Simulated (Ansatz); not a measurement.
# Hf3N2: the cost of one run

All numbers are computed with Ansatz 0.2.0, driven from Python. The levels of theory stand in the script.

## (1) The system

Symmetry: R-3m, No. 166, trigonal system. The conventional cell has a = 3.199 Å, b = 3.199 Å, c = 23.265 Å, α = 90.00°, β = 90.00°, γ = 120.00°. Around Hf (site symmetry 3m) lie 3 N at 2.29 Å. Hf (site symmetry -3m) is surrounded by 6 N at 2.24 Å. N (site symmetry 3m) is surrounded by 6 Hf at 2.24 to 2.29 Å.

The script holds or builds the structure itself.

## (2) Script

run_terms.py reads:

```python
"""Taking single terms out of the free energy of Hf3N2."""

import ansatz as az
from ase import Atoms


def main() -> None:
    atoms = Atoms(
        ["Hf", "Hf", "Hf", "N", "N"],
        scaled_positions=[
            (0.779419, 0.779419, 0.779419),
            (0.220581, 0.220581, 0.220581),
            (0.0, 0.0, 0.0),
            (0.611916, 0.611916, 0.611916),
            (0.388084, 0.388084, 0.388084),
        ],
        cell=[
            (1.599426, 0.923429, 7.754843),
            (-1.599426, 0.923429, 7.754843),
            (0.0, -1.846858, 7.754843),
        ],
        pbc=True,
    )
    cell = az.Crystal.from_ase(atoms)

    calculation = (
        cell.calculation()
        .occupations(az.OccupationsMethod.COLD, width=0.1)
        .kpoints(9, 9, 9)
    )
    with_term = calculation.functional("pbesol", dispersion="d4").basis(380).cutoff_correction(630).run().report
    without = calculation.functional("pbesol").basis(380).run().report
    finer = calculation.functional("pbesol").basis(630).run().report
    removed = az.free_energy_without(with_term, az.EnergyTerm.DISPERSION)
    print(f"dispersion term            {with_term['components']['e_disp']:.5f} eV")
    print(f"F less dispersion          {removed:.5f} eV, run without it {without['free_energy_ev']:.5f} eV")
    print(f"F less smearing term       {az.free_energy_without(without, az.EnergyTerm.SMEARING):.5f} eV")
    print(f"estimated gain to 630 eV   {with_term['cutoff_correction']['energy_ev']:.5f} eV, found {finer['free_energy_ev'] - without['free_energy_ev']:.5f} eV")


if __name__ == "__main__":
    main()
```

## (3) The run

Command:

```sh
$ python run_terms.py
```

Q: Estimate wall time and peak memory on 1 thread of Arm Neoverse V2, shared host.

About 57 s, with a peak of 0.7 GiB.
